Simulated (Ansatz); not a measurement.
# C₂H₇InO: basis-set convergence

The task here is to estimate one member of a computed series from the others.

Computed with Ansatz 0.2.0, Gaussian basis. Level: one geometry, several basis sets.

Plan: PBE0-D4/def2-SVP; ωB97M-V/def2-SVP; PBE0-D4/def2-QZVPP; ωB97M-V/def2-QZVPP; the functionals' def2-TZVPP values are taken from earlier runs.

### The geometry

All runs share one geometry, relaxed beforehand with PBE0-D4 in a triple-zeta def2 set. In takes the def2 core potential; no spin-orbit term is included.

SMILES `[CH3][In]([CH3])[OH]`, 11 atoms, charge 0, spin multiplicity 1.

Atoms are counted from 1 here; the program's logs count them from 0.

Bond lengths: C1–In2 2.148 Å, C1–H5 1.090 Å, C1–H6 1.090 Å, C1–H7 1.092 Å, In2–C3 2.138 Å, In2–O4 2.007 Å, C3–H8 1.090 Å, C3–H9 1.091 Å, C3–H10 1.091 Å, O4–H11 0.959 Å. Angles: In2–C1–H5 110.1°, In2–C1–H6 111.1°, In2–C1–H7 109.5°, H5–C1–H6 109.3°, H5–C1–H7 108.6°, H6–C1–H7 108.3°, C1–In2–C3 136.7°, C1–In2–O4 114.2°, C3–In2–O4 109.1°, In2–C3–H8 108.7°, In2–C3–H9 110.5°, In2–C3–H10 110.8°, H8–C3–H9 109.2°, H8–C3–H10 109.5°, H9–C3–H10 108.2°, In2–O4–H11 114.0°.

Set-up of the first run:

The input, in.yaml:

```yaml
crystal:
  periodic: [false, false, false]
  atoms:
    - {symbol: C, position_ang: [-1.237944, 1.174553, -1.040315]}
    - {symbol: In, position_ang: [0.014449, -0.256185, -0.040987]}
    - {symbol: C, position_ang: [1.531849, -0.211218, 1.463859]}
    - {symbol: O, position_ang: [-0.279563, -2.154901, -0.620169]}
    - {symbol: H, position_ang: [-1.551179, 0.785337, -2.009492]}
    - {symbol: H, position_ang: [-0.715259, 2.120693, -1.184201]}
    - {symbol: H, position_ang: [-2.128403, 1.363162, -0.437097]}
    - {symbol: H, position_ang: [1.929422, -1.218029, 1.588768]}
    - {symbol: H, position_ang: [1.117392, 0.131695, 2.413398]}
    - {symbol: H, position_ang: [2.339135, 0.465657, 1.180671]}
    - {symbol: H, position_ang: [-0.954500, -2.257764, -1.293936]}
basis:
  gaussian: {orbitals: def2-SVP}
hamiltonian: {xc: pbe0, dispersion: d4}
output: {orbitals: {seedname: orbitals}}
```

Among the steps run: PBE0-D4 in def2-SVP; ωB97M-V in def2-SVP; PBE0-D4 in def2-QZVPP; ωB97M-V in def2-QZVPP.

One of the session's tables, all rows but one given; the rest of the session is left out.

It belongs to the step «Functionals by basis». 

```
functional       basis  HOMO (eV)
   PBE0-D4    def2-SVP      -7.32
   PBE0-D4  def2-TZVPP      -7.44
   PBE0-D4  def2-QZVPP          ?
   ωB97M-V    def2-SVP      -9.51
   ωB97M-V  def2-TZVPP      -9.62
   ωB97M-V  def2-QZVPP      -9.64
```

**Question.** Estimate the row for PBE0-D4, def2-QZVPP.

The run gave: HOMO (eV): -7.46. In the column «HOMO (eV)» it lies between ωB97M-V, def2-SVP (-9.51) and PBE0-D4, def2-TZVPP (-7.44).
